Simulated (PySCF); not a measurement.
**How the numerical set-up moves the result for GaS⁺ (triplet)**

Aim: see how much the energy and properties of GaS⁺ (triplet) depend on the numerical set-up.

Program: PySCF 2.14.0. Level of theory: method and basis as typed in the scripts. These are calculated values, not measurements.

## (1) The starting structure

GaS⁺ (triplet): 2 atoms, charge 1, spin multiplicity 3.

Bond lengths: Ga1–S2 2.405 Å.

## (2) The base run

The input, input.py:

```python
from pyscf import gto, scf, mp

mol = gto.M(
    atom='Ga 0 0 0; S 0 0 2.405',
    basis='pcseg-1',
    charge=1,
    spin=2,
    verbose=4,
)
mf = scf.UHF(mol)
mf.kernel()
mp.MP2(mf).kernel()
mf.dip_moment()
print('orbital energies (hartree):', [e[max(0, n-3):n+3].round(4) for e, n in zip(mf.mo_energy, mol.nelec)])
```

Launch:

```console
$ OMP_NUM_THREADS=1 python input.py
```

The log of this run is left out.

In short: E(SCF) = -2320.214924 Eh, 12 cycles, E(MP2) − E(SCF) = -0.14037 Eh, ⟨S²⟩ = 2.063.

The bond length is a typed value, not an optimised one. The dipole of an ion depends on the origin. The triplet is typed in the script; nothing here shows that it is the ground state.

## (3) Ano-rcc-vdzp (X2C on)

Variant 1 changes basis set: pcseg-1 → ano-rcc-vdzp; spin-free X2C: off → on.

The input, input.py:

```python
from pyscf import gto, scf, mp

mol = gto.M(
    atom='Ga 0 0 0; S 0 0 2.405',
    basis='ano-rcc-vdzp',
    charge=1,
    spin=2,
    verbose=4,
)
mf = scf.UHF(mol)
mf = mf.sfx2c1e()
mf.kernel()
mp.MP2(mf).kernel()
mf.dip_moment()
print('orbital energies (hartree):', [e[max(0, n-3):n+3].round(4) for e, n in zip(mf.mo_energy, mol.nelec)])
```

Launch:

```console
$ OMP_NUM_THREADS=1 python input.py
```

## (4) Def2-svp

Variant 2 changes basis set: pcseg-1 → def2-svp.

Edit input.py of step 2 so:

```diff
@@ -4,3 +4,3 @@
     atom='Ga 0 0 0; S 0 0 2.405',
-    basis='pcseg-1',
+    basis='def2-svp',
     charge=1,
```

## (5) Lanl2dz (core potential on)

Variant 3 changes basis set: pcseg-1 → lanl2dz; core potential: off → on. The core potential changes with it, and so the count of electrons: totals don't compare.

Edit input.py of step 2 so:

```diff
@@ -4,3 +4,4 @@
     atom='Ga 0 0 0; S 0 0 2.405',
-    basis='pcseg-1',
+    basis='lanl2dz',
+    ecp={'Ga': 'lanl2dz', 'S': 'lanl2dz'},
     charge=1,
```

## (6) Cartesian functions on

Variant 4 changes Cartesian functions: off → on.

Edit input.py of step 2 so:

```diff
@@ -7,2 +7,3 @@
     spin=2,
+    cart=True,
     verbose=4,
```

Before running it: what results should come out? Wanted: for each run, E(SCF); from base; gap, α spin; after the SCF.

**Answer**, as computed:

| run | E(SCF) (hartree) | from base (eV) | cycles | gap, α spin (eV) | functions | after the SCF |
| --- | --- | --- | --- | --- | --- | --- |
| base | -2320.214924 | 0 | 12 | 11.82 | 45 | MP2 correlation -3.820 eV |
| ano-rcc-vdzp (X2C on) | -2340.561320 | not comparable | 12 | 11.96 | 45 | MP2 correlation -10.914 eV |
| def2-svp | -2320.132414 | +2.2452 | 13 | 11.81 | 50 | MP2 correlation -8.371 eV |
| lanl2dz (core potential on) | -11.593853 | not comparable | 11 | 11.65 | 16 | MP2 correlation -1.020 eV |
| Cartesian functions on | -2320.231309 | -0.4459 | 12 | 11.85 | 48 | MP2 correlation -4.035 eV |

What this shows: The largest comparable shift of the SCF energy, +2.245 eV, comes with the run “def2-svp”. def2-svp (50 functions) gives an energy 2.25 eV higher than pcseg-1 (45); size alone doesn't order basis sets of different families.
